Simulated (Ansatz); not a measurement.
# FeO (Wuestite): the cost of one run

All numbers are computed with the Python package of Ansatz 0.2.0. Level of theory: DFT PBE+U, plane waves, PAW.

The COD entry's cell or inner coordinates are ideal or old and differ from later refinements, so a difference from it is no clean test against experiment.

**1. Starting point**

Symmetry: Fm-3m, No. 225, cubic system. The conventional cell has a = 4.311 Å, b = 4.311 Å, c = 4.311 Å, α = 90.00°, β = 90.00°, γ = 90.00°. Around Fe (site symmetry m-3m) lie 6 O at 2.16 Å. O (site symmetry m-3m) has 6 Fe at 2.16 Å as nearest neighbours.

No structure file is read: the coordinates are typed or built in the script.

**2. The code**

feo_pdos.py reads:

```python
'''Projected density of states of FeO.'''

import sys

import ansatz as az
import matplotlib.pyplot as plt
import numpy as np

lattice = az.Lattice.of(
    (0.0, 2.1554, 2.1554),
    (2.1554, 0.0, 2.1554),
    (2.1554, 2.1554, 0.0),
)
sites = [
    ('Fe', (0.0, 0.0, 0.0)),
    ('O', (0.5, 0.5, 0.5)),
]
structure = az.Crystal(lattice=lattice)
for symbol, position in sites:
    structure = structure.atom(symbol, position)
structure = structure.moments(Fe=3.5)

job = structure.calculation()
job = job.hubbard('Fe', 'd', u_eff=6.0)
job = job.spin('collinear')
job = job.kpoints(spacing=0.27).occupations('Methfessel-Paxton', width=100 * az.meV)
job = job.functional(az.Functional.PBE)
job = job.basis(470).scf(extra_bands=10)
job = job.density_of_states(projected=True, energy_step=0.1)
try:
    done = job.run()
except az.NonConvergedError as error:
    sys.exit(f'no convergence: {error}')
except az.RefusalError as error:
    sys.exit(f'input refused: {error}')
rep = done.report

dos = done.density_of_states()
energy = np.asarray(dos.energies_ev) - dos.fermi_ev
curves = {}
for site in done.projected_density_of_states().sites:
    for shell in site.shells:
        weight = sum(np.sum(curve.g_bin_mean_per_ev, axis=0) for curve in shell.curves)
        name = f'{site.species} {shell.label}'
        curves[name] = curves.get(name, 0) + weight

window = (energy > -10) & (energy < 6)
fig, ax = plt.subplots(figsize=(5.5, 3.5))
for name, g in curves.items():
    if g[window].max() > 0.05:
        ax.plot(energy[window], g[window], label=name, lw=1)
        print(f'{name:8s} peak {g[window].max():7.3f} states/eV at {energy[window][g[window].argmax()]:6.2f} eV')
ax.set(xlabel='E - E_F (eV)', ylabel='states/eV')
ax.legend(fontsize=7)
fig.tight_layout()
fig.savefig('pdos.png', dpi=100)
```

**3. What the engine is handed**

The package turns the script's settings into the engine's input:

```yaml
crystal:
  lattice:
    - [0.0, 2.1554, 2.1554]
    - [2.1554, 0.0, 2.1554]
    - [2.1554, 2.1554, 0.0]
  atoms:
    - { symbol: Fe, position: [0.0, 0.0, 0.0] }
    - { symbol: O, position: [0.5, 0.5, 0.5] }
basis:
  ecutwfc: 470.0
kpoints:
  mp_grid:
    kspacing: 0.27
hamiltonian:
  xc: pbe
  hubbard:
    - { species: Fe, l: d, u_eff: 6.0 }
magnetization:
  spin_polarized: true
  per_species:
    Fe: 3.5
scf:
  n_extra_bands: 10
  occupations:
    method: methfessel_paxton
    width: 0.1
output:
  dos:
    de: 0.1
    projected: true
```

**4. Running it**

Run with:

```sh
> python feo_pdos.py
```

What time and memory should one allow on 1 thread of Arm Neoverse V2, shared host?

About 2.2 min, with a peak of 1.1 GiB.
